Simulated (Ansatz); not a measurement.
The system is RhN.

```
Rh N
1.0
     2.96283    0.00000    0.00000
    -1.48141    2.56588    0.00000
     0.00000    0.00000    5.78315
Rh N
2 2
Direct
  0.00000 0.00000 0.00000
  0.00000 0.00000 0.50000
  0.66667 0.33333 0.25000
  0.66667 0.33333 0.75000
```

The cell comes from a database or a generator and needn't be the stable form of this composition.

The cell isn't the ideal one: another cell of the same crystal, with 4 atoms.

Base run:

* Program: Ansatz 0.2.0
* Functional: PBE
* Potentials or basis: Ansatz PAW
* Cutoff: 420 eV (not typed: the program's choice for these potentials)
* k mesh: 7 × 7 × 4
* Occupations: gaussian, width 0.05 eV
* Spin: collinear spin, antiferromagnetic start
* Starting moments: [0.6, -0.6, 0.0, 0.0] μB
* Hubbard terms: Rh d U = 7 eV

Its results: band gap on the k mesh none (metal or under the smearing width); pressure -1.9 GPa; net moment 0.00 μB per cell.

Problem. The run is repeated on the same cell with these changes: hubbard terms from Rh d U = 7 eV to Rh d U = 2 eV. What comes out?

Solution. Band gap on the k mesh none (metal or under the smearing width); pressure -11.6 GPa; net moment 0.00 μB per cell.

Caveats: the magnetic or orbital state may not be the lowest; the starting moments weren't kept (some runs).
